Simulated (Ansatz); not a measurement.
# CH8AlBOSi: one species, many methods

How much do the methods differ for CH8AlBOSi? The plan is to run it at one geometry with functionals of several rungs and with coupled cluster, and see how far each lands from CCSD(T) at the basis-set limit for the atomisation energy.

The runs use Ansatz 0.2.0, Gaussian basis; functionals in def2-TZVPP, the program's frozen cores in correlated methods.

Plan: PBE-D4, r2SCAN-D4, PBE0-D4, B3LYP-D4, ωB97X-V, ωB97M-V, B2PLYP; CCSD(T)/def2-TZVPP; MP2/def2-QZVPP; extrapolation to the limit.

## 1. Structure used throughout

An earlier PBE0-D4 in a triple-zeta def2 set relaxation fixed the geometry.

13 atoms, charge 0, spin multiplicity 1.

Atoms are counted from 1 here; the program's logs count them from 0.

Bond lengths: B1–Si2 1.856 Å, B1–Al3 2.209 Å, B1–H6 1.225 Å, B1–H7 1.195 Å, Si2–Al3 2.734 Å, Si2–H8 1.487 Å, Si2–H9 1.484 Å, Al3–C4 1.940 Å, Al3–O5 1.698 Å, C4–H10 1.095 Å, C4–H11 1.094 Å, C4–H12 1.093 Å, O5–H13 0.956 Å. Angles: Si2–B1–Al3 84.1°, Si2–B1–H6 120.0°, Si2–B1–H7 121.3°, Al3–B1–H6 70.1°, Al3–B1–H7 109.0°, H6–B1–H7 118.2°, B1–Si2–Al3 53.5°, B1–Si2–H8 125.3°, B1–Si2–H9 123.6°, Al3–Si2–H8 93.6°, Al3–Si2–H9 121.7°, H8–Si2–H9 110.6°, B1–Al3–Si2 42.5°, B1–Al3–C4 125.4°, B1–Al3–O5 112.5°, Si2–Al3–C4 107.0°, Si2–Al3–O5 130.9°, C4–Al3–O5 118.3° and more.

## 2. PBE-D4 (GGA)

Contents of in.yaml:

```yaml
crystal:
  periodic: [false, false, false]
  atoms:
    - {symbol: B, position_ang: [-0.472049, 1.352173, 1.085984]}
    - {symbol: Si, position_ang: [-1.796377, 1.070850, -0.184092]}
    - {symbol: Al, position_ang: [0.691873, -0.061526, -0.148663]}
    - {symbol: C, position_ang: [0.439634, -1.985022, -0.193458]}
    - {symbol: O, position_ang: [2.205091, 0.562460, -0.601043]}
    - {symbol: H, position_ang: [-0.078657, 0.420421, 1.776759]}
    - {symbol: H, position_ang: [0.117712, 2.389030, 1.149316]}
    - {symbol: H, position_ang: [-2.485057, -0.222273, -0.436725]}
    - {symbol: H, position_ang: [-2.180763, 2.075424, -1.205842]}
    - {symbol: H, position_ang: [0.297796, -2.330547, -1.222299]}
    - {symbol: H, position_ang: [1.317277, -2.504220, 0.202159]}
    - {symbol: H, position_ang: [-0.433985, -2.300204, 0.382457]}
    - {symbol: H, position_ang: [2.397905, 1.498535, -0.589752]}
basis:
  gaussian: {orbitals: def2-TZVPP}
hamiltonian: {xc: pbe, dispersion: d4}
output: {forces: true, orbitals: {seedname: orbitals}}
```

On the command line:

```sh
$ ansatz run in.yaml --threads 4 --pin off --events-out ev --progress --plain --max-ram 10444MiB
```

The runs that follow: r2SCAN-D4 (meta-GGA); PBE0-D4 (hybrid); B3LYP-D4 (hybrid); ωB97X-V (range-separated); ωB97M-V (range-separated); B2PLYP (double hybrid); CCSD(T) in def2-TZVPP; MP2 in def2-QZVPP.

**Question.** What will the summary of the whole plan be? Wanted: atomisation energy, CCSD(T)/CBS; farthest; mean size of error, hybrid; mean size of error, range-separated; gap, smallest and largest; T1 diagnostic; triples share of the correlation energy.

As calculated:

| quantity | value |
| --- | --- |
| atomisation energy, CCSD(T)/CBS | 4421.9 kJ/mol |
| functionals within 22.1 kJ/mol (0.5 %) | PBE0-D4, B3LYP-D4, ωB97X-V, ωB97M-V |
| farthest | B2PLYP (-58.3 kJ/mol) |
| mean size of error, hybrid | 14.2 kJ/mol |
| mean size of error, range-separated | 5.2 kJ/mol |
| gap, smallest and largest | 3.14 eV (PBE-D4), 8.97 eV (ωB97X-V) |
| T1 diagnostic | 0.0132 |
| triples share of the correlation energy | 3.9 % |

What this shows: PBE-D4 is off by +35.9 kJ/mol. Double hybrids carry the basis error of their MP2 part in triple zeta, and no dispersion term here, so their miss is partly the set-up's. The reference freezes the cores and leaves out relativity and excitations past (T), so misses under about 22.1 kJ/mol can't be ranked. Hartree-Fock recovers 74 % of the binding; the rest is correlation. Orbital gaps span 3.1 to 9.0 eV; exact exchange widens them.
